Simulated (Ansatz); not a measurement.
# Fe (Im-3m): Heisenberg exchange couplings from a Python script

A script is to give the Heisenberg exchange couplings; the system is Fe (Im-3m).

The COD entry's cell or inner coordinates are ideal or old and differ from later refinements, so a difference from it is no clean test against experiment.

All numbers are computed with the Python package of Ansatz 0.2.0. Level of theory: DFT LDA, plane waves, PAW.

### 1 The system

It takes space group Im-3m (No. 229, cubic). Conventional cell: a = 2.886 Å, b = 2.886 Å, c = 2.886 Å, α = 90.00°, β = 90.00°, γ = 90.00°. Fe (site symmetry m-3m) is surrounded by 8 Fe at 2.50 Å.

The script reads POSCAR_fe:

```text
Fe
1.0
  -1.44300000    1.44300000    1.44300000
   1.44300000   -1.44300000    1.44300000
   1.44300000    1.44300000   -1.44300000
Fe
1
Direct
   0.00000000    0.00000000    0.00000000
```

### 2 The script

The input, jij_fe.py:

```python
# -*- coding: utf-8 -*-
'''Heisenberg exchange couplings of Fe.'''

import ansatz as az
from ase.io import read
import numpy as np

atoms = read('POSCAR_fe', format='vasp')
structure = az.Crystal.from_ase(atoms).moments(Fe=4.5)

calc = (
    structure.calculation()
    .functional(az.Functional.LDA)
    .basis(18 * az.Ha, xc_grid=1)
    .kpoints(16, shift=0.5)
    .occupations('Methfessel-Paxton', width=0.2)
    .spin('collinear')
    .initial_density(normalization='cell')
    .scf(lower_state_search='light')
    .eigenstates(nscf_kmesh=(11, 11, 11))
    .exchange_couplings(magnetic=['Fe'])
)
couplings = calc.run(threads=1).exchange_couplings().to_plain()
for atom in couplings['atoms']:
    print(atom['site']['symbol'], atom['role'], 'moment', round(atom['moment_mub'], 3), 'muB')
shells = {}
for pair in couplings['pairs']:
    key = (pair['site'], pair['partner'], round(float(np.linalg.norm(pair['displacement_ang'])), 2))
    shells.setdefault(key, []).append(1000 * pair['coupling_ev'])
print('site partner distance (A)  count  mean J (meV)')
for (i, j, d), values in sorted(shells.items(), key=lambda item: item[0][2])[:6]:
    print(f'{i:4d} {j:7d} {d:12.2f} {len(values):6d} {np.mean(values):13.3f}')
print('mean-field order:', couplings['mean_field_order'])
```

### 3 Running it

Started as:

```console
$ python jij_fe.py
```

The log of the run:

```text
DeckWarning: where an SCF of this run starts from atoms to list the orders of its open shells, Fe (site 0, from 0) starts with 4.00 μB on its 3d shell, in the place of the 4.50 μB that the deck gives it: its open shells can hold no more by Hund's first rule. To start from spheres of the given moment, type scf.initial_density.shell_occupations: []
Fe magnetic moment 2.252 muB
site partner distance (A)  count  mean J (meV)
   0       0         2.50      8        12.218
   0       0         2.89      6        10.214
   0       0         4.08     12         0.603
   0       0         4.79     24        -2.122
   0       0         5.00      8         2.881
   0       0         5.77      6        -0.671
mean-field order: {'temperature_k': 1094.8366855848374, 'q_frac': [0.0, 0.0, 0.0]}
```

(Warnings from the package without file and line.)

It took 23 s on 1 thread of Arm Neoverse V2, shared host; peak memory 0.58 GiB.

### 4 The run's own record

From the engine's report, whether the script printed it or not:

```csv
item,value
SCF cycles in all,12
k-points solved,140
plane waves,321
bands,15
valence electrons,16
free energy (eV),-4419.79577
Fermi level (eV),16.885
```

### 5 Outcome

| quantity | value |
| --- | --- |
| free energy | -4419.7958 eV |
| gap on the mesh | none |
| moment, net / absolute | 2.22 / 2.29 μB per cell |

In words: Filled and empty levels meet on the mesh: no gap at this level. Caveats:
- Of the deposited cell: the entry's cell lengths or inner coordinates differ somewhat from later room-temperature determinations.
- The couplings are those of E = -sum over i != j of J_ij e_i.e_j for unit vectors, so J > 0 favours parallel moments. Couplings oscillate with the k-mesh and hold for small turns from this magnetic state; mean-field temperatures overestimate ordering, and where the couplings favour a wavevector other than zero the state started from isn't the stable order.
